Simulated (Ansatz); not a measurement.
# Pt: the cost of one run

Method: DFT PBEsol, scalar-relativistic, plane waves, PAW, in Ansatz 0.2.0.

## 1. The system as given

It takes space group Fm-3m (No. 225, cubic). Conventional cell: a = 3.922 Å, b = 3.922 Å, c = 3.922 Å, α = 90.00°, β = 90.00°, γ = 90.00°. Pt (site symmetry m-3m) is surrounded by 12 Pt at 2.77 Å.

Structure file:

```
Pt
1.0
     0.00000    1.96090    1.96090
     1.96090    0.00000    1.96090
     1.96090    1.96090    0.00000
Pt
1
Direct
  0.00000 0.00000 0.00000
```

The structure comes from the Crystallography Open Database.

(A quick probe on a coarse mesh, which set the mesh and smearing, is not shown.)

## 3. Reference: the cell as listed

The input, input.yaml:

```yaml
crystal:
  lattice:
    - [0.0, 1.9609, 1.9609]
    - [1.9609, 0.0, 1.9609]
    - [1.9609, 1.9609, 0.0]
  atoms:
    - { symbol: Pt, position: [0.0, 0.0, 0.0] }
basis:
  ecutwfc: 420
kpoints:
  mp_grid: { grid: [18, 18, 18] }
hamiltonian:
  xc: pbesol
scf:
  occupations: { method: gaussian, width: 0.1 }
output:
  forces: true
  stress: true
  eigenvalues: true
  populations: true
```

On the command line:

```sh
$ ansatz run input.yaml --threads 1 --pin off --max-ram 2560MiB --backend cpu --events-out ev --progress --plain --runs-dir out
```

**Question.** How long does this run take on 1 thread of Arm Neoverse V2, shared host, and how much memory does it need?

About 2.1 s, with a peak of 0.29 GiB.
